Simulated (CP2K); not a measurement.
**NbTe under changes of volume**

One of the cells (21.934 Å³/atom); the others are scaled copies at fixed shape and fractional positions:

```xyz
2
Lattice="3.7030 0.0000 0.0000 -1.8515 3.2069 0.0000 0.0000 0.0000 3.6942" Properties=species:S:1:pos:R:3 pbc="T T T"
Te    1.8515    1.0690    0.0000
Nb    0.0000    0.0000    1.8471
```

The cell comes from a database or a generator and needn't be the stable form of this composition.

* Program: CP2K 2026.2
* Functional: PBE
* Potentials or basis: POTENTIAL_UZH Te GTH-PBE-q6, Nb GTH-PBE-q13; TZVP-MOLOPT-PBE-GTH basis
* Density cutoff: 6123 eV
* k mesh: 8 × 8 × 7
* Occupations: fermi-dirac, width 0.05 eV
* Spin: no spin polarisation

```tsv
volume (Å³/atom)	energy over the lowest point (meV/atom)	pressure (GPa)
20.618	?	?
21.057	25.23	7.4
21.496	9.25	4.4
21.934	1.12	1.7
22.373	0.00	-0.7
22.812	5.15	-2.9
23.250	15.91	-4.8
```

Problem. What does the run at 20.618 Å³/atom give?

Solution. Energy over the lowest point 49.98 meV/atom; pressure 10.8 GPa.

Worked out: A Birch-Murnaghan fit of order 3 (a polynomial in V^(-2/3)) to the other rows has its minimum at 22.23 Å³/atom with B0 = V·E''(V) = 120 GPa and B' = 4.6 at fixed shape and positions, which overstates the stiffness. It gives 49.99 meV/atom at 20.618 Å³/atom, against the run's 49.98, and -dE/dV = 10.8 GPa, against 10.8.

Energies are extrapolated to zero smearing.

Caveats: with these potentials and basis sets, volumes of gold and of layered tellurides can stand 1.5 % and more from those of plane-wave programs; the basis of atomic orbitals isn't converged, which shifts pressures, moduli and gaps.
